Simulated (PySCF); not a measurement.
# A workflow on GeNH4Cl (SMILES [NH2][GeH2][Cl]), part 1 of 2

Aim: a structure relaxation (HF/CRENBL), then vibrational wavenumbers, then a single-point energy (CCSD(T)/STO-6G), then the vertical excitations (TDA-TPSS/cc-pV(D+d)Z) of GeNH4Cl. The job is set up through a Python script.

The results are computed with PySCF 2.14.0.

## Step 1: The structure to begin with

GeNH4Cl: 7 atoms, total charge 0, spin state singlet. As SMILES, `[NH2][GeH2][Cl]`. All atoms were displaced at random from a relaxed shape. The run starts from this shape.

Bond lengths: N1–Ge2 1.916 Å, Ge2–Cl3 2.181 Å, N1–H4 1.052 Å, N1–H5 0.942 Å, Ge2–H6 1.624 Å, Ge2–H7 1.583 Å. Angles: N1–Ge2–Cl3 109.7°, N1–Ge2–H6 106.1°, N1–Ge2–H7 105.3°, Cl3–Ge2–H6 107.4°, Cl3–Ge2–H7 107.7°, Ge2–N1–H4 115.7°, Ge2–N1–H5 123.2°, H6–Ge2–H7 120.3°, H4–N1–H5 103.1°.

## Step 2: A structure relaxation at HF/CRENBL (core potential) (run 1)

File mol.xyz:

```xyz
7
ClGeH4N
N     -0.764761     0.488563    -0.763558
Ge     0.681812    -0.008001     0.390894
Cl     0.412159    -2.064304     1.064791
H     -1.724194     0.456587    -0.332425
H     -0.900687     0.107151    -1.614139
H      0.564874     0.949555     1.697354
H      1.976609     0.034741    -0.517956
```

File calc.py:

```python
# [NH2][GeH2][Cl]
from pyscf import gto, scf
from pyscf.geomopt.geometric_solver import kernel as optimise

mol = gto.M(
    atom='mol.xyz',
    basis='crenbl',
    ecp={'N': 'crenbl', 'Ge': 'crenbl', 'Cl': 'crenbl'},
    max_memory=1860,
    spin=0,
    verbose=3,
    charge=0,
)

calc0 = scf.RHF(mol)
converged, mol_eq = optimise(calc0, maxsteps=100)
print('converged:', converged)
print(mol_eq.tostring())

calc0.reset(mol_eq)
mol = mol_eq
calc0.kernel()
e_tot = calc0.e_tot
print('E(%s) = %.9f' % ('HF', e_tot))
```

Started as:

```
OMP_NUM_THREADS=1 python calc.py
```

The program printed:

```text
maxiter                   100
----------------------------------------------------------
Custom engine selected.
Bonds will be generated from interatomic distances less than 1.20 times sum of covalent radii
21 internal coordinates being used (instead of 21 Cartesians)
Internal coordinate system (atoms numbered from 1):
Distance 1-2
Distance 1-4
Distance 1-5
Distance 2-3
Distance 2-6
Distance 2-7
Angle 2-1-4
Angle 2-1-5
Angle 4-1-5
Angle 1-2-3
Angle 1-2-6
Angle 1-2-7
Angle 3-2-6
Angle 3-2-7
Angle 6-2-7
Dihedral 4-1-2-3
Dihedral 4-1-2-6
Dihedral 4-1-2-7
Dihedral 5-1-2-3
Dihedral 5-1-2-6
Dihedral 5-1-2-7
Translation-X 1-7
Translation-Y 1-7
Translation-Z 1-7
Rotation-A 1-7
Rotation-B 1-7
Rotation-C 1-7
> ===== Optimization Info: ====
> Job type: Energy minimization
> Maximum number of optimization cycles: 100
> Initial / maximum trust radius (Angstrom): 0.100 / 0.300
> Convergence Criteria:
> Will converge when all 5 criteria are reached:
>  |Delta-E| < 1.00e-06
>  RMS-Grad  < 3.00e-04
>  Max-Grad  < 4.50e-04
>  RMS-Disp  < 1.20e-03
>  Max-Disp  < 1.80e-03
> === End Optimization Info ===

Geometry optimization cycle 1
Cartesian coordinates (Angstrom)
 Atom        New coordinates             dX        dY        dZ
   N  -0.764761   0.488563  -0.763558    0.000000  0.000000  0.000000
  Ge   0.681812  -0.008001   0.390894    0.000000  0.000000  0.000000
  Cl   0.412159  -2.064304   1.064791    0.000000  0.000000  0.000000
   H  -1.724194   0.456587  -0.332425    0.000000  0.000000  0.000000
   H  -0.900687   0.107151  -1.614139    0.000000  0.000000  0.000000
   H   0.564874   0.949555   1.697354    0.000000  0.000000  0.000000
   H   1.976609   0.034741  -0.517956    0.000000 -0.000000  0.000000

WARN: Mole.unit (angstrom) is changed to Bohr

converged SCF energy = -120.480535395327
--------------- RHF_Scanner gradients ---------------
         x                y                z
0 N     0.0073559113    -0.0044716432    -0.1095162494
1 Ge     0.0241536769    -0.0513509033     0.0317623209
2 Cl     0.0001255144     0.0165968651    -0.0070980973
3 H    -0.0364942510    -0.0104188865     0.0050178580
4 H    -0.0084702598     0.0274450222     0.0693017359
5 H    -0.0062048390     0.0226779462     0.0305433821
6 H     0.0195342473    -0.0004784004    -0.0200109502
----------------------------------------------
cycle 1: E = -120.480535395  dE = -120.481  norm(grad) = 0.161196
Step    0 : Gradient = 6.093e-02/1.099e-01 (rms/max) Energy = -120.4805353953
Hessian Eigenvalues: 2.30000e-02 3.80583e-02 5.00000e-02 ... 2.31384e-01 3.95550e-01 5.95230e-01

Geometry optimization cycle 2
Cartesian coordinates (Angstrom)
 Atom        New coordinates             dX        dY        dZ
   N  -0.742308   0.475849  -0.701084    0.022453 -0.012714  0.062474
  Ge   0.619707   0.018846   0.349829   -0.062105  0.026847 -0.041065
  Cl   0.421132  -2.073918   1.075684    0.008973 -0.009614  0.010893
   H  -1.649189   0.500726  -0.264735    0.075005  0.044139  0.067690
   H  -0.819254   0.081957  -1.622024    0.081433 -0.025194 -0.007885
   H   0.550302   0.883016   1.550323   -0.014572 -0.066539 -0.147031
   H   1.865423   0.077815  -0.463033   -0.111186  0.043074  0.054923
converged SCF energy = -120.504767089822
--------------- RHF_Scanner gradients ---------------
         x                y                z
0 N     0.0121781048     0.0168190928    -0.0022220415
1 Ge     0.0002644618    -0.0100360535     0.0091639286
2 Cl    -0.0002070983     0.0082080465    -0.0031233919
3 H    -0.0021352620    -0.0073491402     0.0045719979
4 H    -0.0023969389    -0.0061586610    -0.0006457232
5 H    -0.0020922320    -0.0026832427    -0.0080484883
6 H    -0.0056110355     0.0011999581     0.0003037184
----------------------------------------------
cycle 2: E = -120.50476709  dE = -0.0242317  norm(grad) = 0.0305123
Step    1 : Displace = 1.029e-01/1.620e-01 (rms/max) Trust = 1.000e-01 (=) Grad = 1.153e-02/2.088e-02 (rms/max) E (change) = -120.5047670898 (-2.423e-02) Quality = 0.934
Hessian Eigenvalues: 2.29954e-02 3.60032e-02 5.00000e-02 ... 2.31167e-01 3.89714e-01 5.98807e-01

Geometry optimization cycle 3
Cartesian coordinates (Angstrom)
 Atom        New coordinates             dX        dY        dZ
   N  -0.775749   0.435135  -0.699431   -0.033440 -0.040714  0.001653
  Ge   0.610022   0.018837   0.344942   -0.009684 -0.000009 -0.004887
  Cl   0.472811  -2.094227   1.105035    0.051678 -0.020310  0.029351
   H  -1.683841   0.558523  -0.304111   -0.034651  0.057797 -0.039376
   H  -0.829869   0.102536  -1.648498   -0.010615  0.020579 -0.026474
   H   0.573996   0.873983   1.577857    0.023694 -0.009033  0.027534
   H   1.878441   0.069506  -0.450833    0.013019 -0.008309  0.012199
converged SCF energy = -120.507658744978
--------------- RHF_Scanner gradients ---------------
         x                y                z
0 N    -0.0015825688     0.0120003962     0.0035834797
1 Ge     0.0034314418    -0.0058984570     0.0029922088
2 Cl    -0.0000528513     0.0023210334    -0.0006965010
3 H     0.0011433568    -0.0040253444    -0.0004461263
4 H    -0.0021044083    -0.0049775915    -0.0058251556
5 H    -0.0002663252     0.0004222474    -0.0001162779
6 H    -0.0005686450     0.0001577159     0.0005083723
----------------------------------------------
cycle 3: E = -120.507658745  dE = -0.00289166  norm(grad) = 0.0173916
Step    2 : Displace = 4.774e-02/7.860e-02 (rms/max) Trust = 1.414e-01 (+) Grad = 6.573e-03/1.262e-02 (rms/max) E (change) = -120.5076587450 (-2.892e-03) Quality = 1.281
Hessian Eigenvalues: 2.07871e-02 2.34311e-02 5.00000e-02 ... 2.65341e-01 3.96919e-01 5.99110e-01

Geometry optimization cycle 4
Cartesian coordinates (Angstrom)
 Atom        New coordinates             dX        dY        dZ
   N  -0.786761   0.393737  -0.688760   -0.011012 -0.041398  0.010671
  Ge   0.594445   0.016360   0.342501   -0.015577 -0.002477 -0.002441
  Cl   0.505426  -2.109315   1.123816    0.032615 -0.015087  0.018781
   H  -1.690756   0.604113  -0.322015   -0.006916  0.045591 -0.017903
   H  -0.813452   0.121958  -1.650984    0.016417  0.019422 -0.002485
   H   0.572308   0.868153   1.578409   -0.001688 -0.005830  0.000552
   H   1.864602   0.069285  -0.458007   -0.013839 -0.000221 -0.007174
converged SCF energy = -120.508572433154
--------------- RHF_Scanner gradients ---------------
         x                y                z
0 N     0.0038671850     0.0032079452     0.0045495459
1 Ge    -0.0041606043     0.0009802309    -0.0033202573
2 Cl     0.0000032511    -0.0011422387     0.0004798533
3 H    -0.0006447098    -0.0014148757    -0.0003676363
4 H    -0.0003122212    -0.0017924136    -0.0016321211
5 H     0.0004457467     0.0001314398     0.0001593248
6 H     0.0008013523     0.0000299120     0.0001312906
----------------------------------------------
cycle 4: E = -120.508572433  dE = -0.000913688  norm(grad) = 0.00928458
Step    3 : Displace = 3.213e-02/4.993e-02 (rms/max) Trust = 2.000e-01 (+) Grad = 3.509e-03/6.778e-03 (rms/max) E (change) = -120.5085724332 (-9.137e-04) Quality = 1.158
Hessian Eigenvalues: 1.41435e-02 2.31920e-02 5.00000e-02 ... 2.80998e-01 3.99782e-01 5.87325e-01

Geometry optimization cycle 5
Cartesian coordinates (Angstrom)
 Atom        New coordinates             dX        dY        dZ
   N  -0.794688   0.375221  -0.689502   -0.007927 -0.018516 -0.000742
  Ge   0.594888   0.010580   0.346759    0.000443 -0.005779  0.004258
  Cl   0.523544  -2.113378   1.134769    0.018118 -0.004064  0.010953
   H  -1.690494   0.625232  -0.328808    0.000262  0.021119 -0.006793
   H  -0.813047   0.135089  -1.656716    0.000405  0.013131 -0.005732
   H   0.567957   0.864014   1.578424   -0.004351 -0.004140  0.000015
   H   1.857652   0.067534  -0.459965   -0.006950 -0.001751 -0.001958
converged SCF energy = -120.508728477642
--------------- RHF_Scanner gradients ---------------
         x                y                z
0 N    -0.0003469734     0.0006259923    -0.0009594454
1 Ge     0.0007780294     0.0017567349     0.0001057738
2 Cl     0.0000222195    -0.0014848183     0.0005476413
3 H    -0.0004795559    -0.0003231982    -0.0005153984
4 H    -0.0001821483    -0.0000079367     0.0008553625
5 H     0.0004851941    -0.0004938997    -0.0005132530
6 H    -0.0002767655    -0.0000728743     0.0004793192
----------------------------------------------
cycle 5: E = -120.508728478  dE = -0.000156044  norm(grad) = 0.00317174
Step    4 : Displace = 1.564e-02/2.248e-02 (rms/max) Trust = 2.828e-01 (+) Grad = 1.199e-03/1.924e-03 (rms/max) E (change) = -120.5087284776 (-1.560e-04) Quality = 1.070
Hessian Eigenvalues: 1.12053e-02 2.32351e-02 5.00000e-02 ... 3.24460e-01 4.00372e-01 6.03900e-01

Geometry optimization cycle 6
Cartesian coordinates (Angstrom)
 Atom        New coordinates             dX        dY        dZ
   N  -0.794557   0.368015  -0.688270    0.000131 -0.007206  0.001232
  Ge   0.594604   0.006825   0.346358   -0.000284 -0.003755 -0.000401
  Cl   0.526731  -2.112200   1.135914    0.003186  0.001179  0.001145
   H  -1.685030   0.631706  -0.325291    0.005464  0.006474  0.003517
   H  -0.812256   0.138414  -1.658140    0.000791  0.003325 -0.001425
   H   0.559450   0.864925   1.578692   -0.008507  0.000911  0.000268
   H   1.856870   0.066607  -0.464302   -0.000782 -0.000927 -0.004336
converged SCF energy = -120.508757681152
--------------- RHF_Scanner gradients ---------------
         x                y                z
0 N    -0.0000958767    -0.0001439015    -0.0002449934
1 Ge    -0.0001725711     0.0005922660    -0.0005849066
2 Cl    -0.0000524917    -0.0006598865     0.0002315283
3 H     0.0000234295    -0.0000994790    -0.0001799859
4 H     0.0000978083     0.0001380132     0.0004648740
5 H     0.0000840601     0.0002410930     0.0004784065
6 H     0.0001156415    -0.0000681052    -0.0001649229
----------------------------------------------
cycle 6: E = -120.508757681  dE = -2.92035e-05  norm(grad) = 0.00138969
Step    5 : Displace = 6.234e-03/9.129e-03 (rms/max) Trust = 3.000e-01 (+) Grad = 5.253e-04/8.501e-04 (rms/max) E (change) = -120.5087576812 (-2.920e-05) Quality = 1.101
Hessian Eigenvalues: 1.11942e-02 2.32841e-02 5.00000e-02 ... 3.26324e-01 4.00289e-01 5.92283e-01

Geometry optimization cycle 7
Cartesian coordinates (Angstrom)
 Atom        New coordinates             dX        dY        dZ
   N  -0.794303   0.367217  -0.688269    0.000254 -0.000797  0.000001
  Ge   0.595171   0.005180   0.346126    0.000567 -0.001645 -0.000232
  Cl   0.527891  -2.110789   1.135867    0.001160  0.001411 -0.000047
   H  -1.683190   0.633861  -0.323124    0.001840  0.002155  0.002167
   H  -0.814120   0.138518  -1.658782   -0.001864  0.000104 -0.000642
   H   0.556304   0.863791   1.576213   -0.003146 -0.001134 -0.002478
   H   1.858059   0.066513  -0.463072    0.001190 -0.000094  0.001230
converged SCF energy = -120.508762621263
--------------- RHF_Scanner gradients ---------------
         x                y                z
0 N    -0.0000789995    -0.0000808152     0.0000722914
1 Ge     0.0000368937     0.0002210355     0.0000693362
2 Cl    -0.0000453405    -0.0000520938     0.0000464224
3 H    -0.0000473644    -0.0000333784    -0.0000002149
4 H     0.0000986481     0.0000675240    -0.0000357919
5 H    -0.0000165698    -0.0000743784    -0.0000472426
6 H     0.0000527323    -0.0000478936    -0.0001048007
----------------------------------------------
cycle 7: E = -120.508762621  dE = -4.94011e-06  norm(grad) = 0.000350676
Step    6 : Displace = 2.506e-03/4.204e-03 (rms/max) Trust = 3.000e-01 (=) Grad = 1.325e-04/2.346e-04 (rms/max) E (change) = -120.5087626213 (-4.940e-06) Quality = 1.123
Hessian Eigenvalues: 1.13158e-02 2.05761e-02 5.00000e-02 ... 3.26220e-01 4.02142e-01 5.98578e-01

Geometry optimization cycle 8
Cartesian coordinates (Angstrom)
 Atom        New coordinates             dX        dY        dZ
   N  -0.794052   0.367422  -0.688571    0.000251  0.000205 -0.000303
  Ge   0.595160   0.004597   0.345995   -0.000011 -0.000583 -0.000131
  Cl   0.528507  -2.110898   1.135154    0.000616 -0.000108 -0.000714
   H  -1.682273   0.635261  -0.322714    0.000917  0.001400  0.000410
   H  -0.815446   0.137279  -1.658767   -0.001327 -0.001239  0.000015
   H   0.555648   0.863937   1.575857   -0.000656  0.000146 -0.000356
   H   1.858268   0.066693  -0.461992    0.000209  0.000179  0.001080
converged SCF energy = -120.508763477719
--------------- RHF_Scanner gradients ---------------
         x                y                z
0 N    -0.0000370123    -0.0000069260     0.0000780922
1 Ge     0.0001064425    -0.0000389797    -0.0000009628
2 Cl    -0.0000193917     0.0000745353    -0.0000016864
3 H    -0.0000101862    -0.0000547166     0.0000146663
4 H     0.0000481901     0.0000518416    -0.0000928535
5 H    -0.0000033269     0.0000033993    -0.0000037307
6 H    -0.0000847155    -0.0000291539     0.0000064749
----------------------------------------------
cycle 8: E = -120.508763478  dE = -8.56456e-07  norm(grad) = 0.000226607
Step    7 : Displace = 1.167e-03/1.796e-03 (rms/max) Trust = 3.000e-01 (=) Grad = 8.565e-05/1.168e-04 (rms/max) E (change) = -120.5087634777 (-8.565e-07) Quality = 1.392
Hessian Eigenvalues: 1.13158e-02 2.05761e-02 5.00000e-02 ... 3.26220e-01 4.02142e-01 5.98578e-01
Converged! =D

converged: True
N          -0.79405179        0.36742228       -0.68857140
Ge          0.59516011        0.00459726        0.34599499
Cl          0.52850690       -2.11089781        1.13515358
H          -1.68227339        0.63526106       -0.32271433
H          -0.81544629        0.13727933       -1.65876711
H           0.55564798        0.86393737        1.57585695
H           1.85826847        0.06669251       -0.46199169
converged SCF energy = -120.508763477724
E(HF) = -120.508763478
```

Run time: 18 s. Hardware: 1 thread of Intel Xeon at 2.70GHz, shared host; peak memory 0.17 GiB.

The path in brief:

| step | energy from the first frame kept (eV) | largest force (eV/Å) |
| --- | --- | --- |
| 0 | 0.0000 | 5.6489 |
| 1 | -0.6594 | 1.0739 |
| 2 | -0.7381 | 0.6491 |
| 3 | -0.7629 | 0.3486 |
| 4 | -0.7672 | 0.0989 |
| 5 | -0.7680 | 0.0437 |
| 6 | -0.7681 | 0.0121 |
| 7 | -0.7681 | 0.0060 |

After the run. Bond lengths: N1–Ge2 1.770 Å, Ge2–Cl3 2.259 Å, N1–H4 0.997 Å, N1–H5 0.997 Å, Ge2–H6 1.501 Å, Ge2–H7 1.501 Å. Angles: N1–Ge2–Cl3 111.9°, N1–Ge2–H6 109.9°, N1–Ge2–H7 109.7°, Cl3–Ge2–H6 104.4°, Cl3–Ge2–H7 104.6°, Ge2–N1–H4 122.7°, Ge2–N1–H5 122.6°, H6–Ge2–H7 116.1°, H4–N1–H5 113.6°.

## Step 3: Vibrational wavenumbers at HF/CRENBL (core potential) (run 2)

File mol.xyz:

```xyz
7
ClGeH4N
N     -1.196449     0.903653    -1.123604
Ge     0.192763     0.540828    -0.089038
Cl     0.126110    -1.574667     0.700121
H     -2.081800     1.186008    -0.752222
H     -1.228383     0.663690    -2.087326
H      0.153021     1.400310     1.141185
H      1.455641     0.603066    -0.896664
```

File run.py:

```python
import numpy
from pyscf import gto, symm
from pyscf.hessian import thermo

mol = gto.M(
    atom='mol.xyz',
    max_memory=1860,
    basis='crenbl',
    verbose=3,
    ecp={'N': 'crenbl', 'Ge': 'crenbl', 'Cl': 'crenbl'},
    charge=0,
)

mf = mol.RHF()
mf.kernel()

e_final = mf.e_tot
print('Final energy', e_final)
hess = mf.Hessian().kernel()
modes = thermo.harmonic_analysis(mol, hess)
print('frequencies (1/cm)', numpy.round(modes['freq_wavenumber'], 1))
symm.geom.TOLERANCE = 1e-3  # for the symmetry number
th = thermo.thermo(mf, modes['freq_au'], 200, 101325)
thermo.dump_thermo(mol, th)
```

Started as:

```
OMP_NUM_THREADS=1 python run.py
```

The program printed:

```text
converged SCF energy = -120.508740027717
Final energy -120.50874002771684
frequencies (1/cm) [ 194.9  246.6  367.7  533.4  640.9  748.3  797.5  905.2  933.6 1004.2
 1751.9 2320.4 2329.2 3747.1 3896.6]
temperature 200.0000 [K]
pressure 101325.00 [Pa]
Rotational constants [GHz] 13.02440 3.06773 2.60236
Symmetry number 1
Zero-point energy (ZPE) 0.04651 [Eh]   122123.535 [J/mol]
                           tot       elec      trans        rot        vib
Entropy [J/mol/K]       277.658      0.000    160.775    101.876     15.008
Cv [J/mol/K]             51.102      0.000     12.472     12.472     26.158
Cp [J/mol/K]             59.416      0.000     20.786     12.472     26.158
Internal energy [J/mol]                      2494.338   2494.338 124151.911
Internal energy [Eh]   -120.45955  -120.50874
Enthalpy [J/mol]                             4157.230   2494.338 124151.911
Enthalpy [Eh]          -120.45892
Gibbs free energy [J/mol]                  -27997.715 -17880.775 121150.371
Gibbs free energy [Eh] -120.48007
```

Wall time 19 s (1 thread of Intel Xeon at 2.70GHz, shared host); peak memory 0.17 GiB.

(Continued in part 2 of 2.)
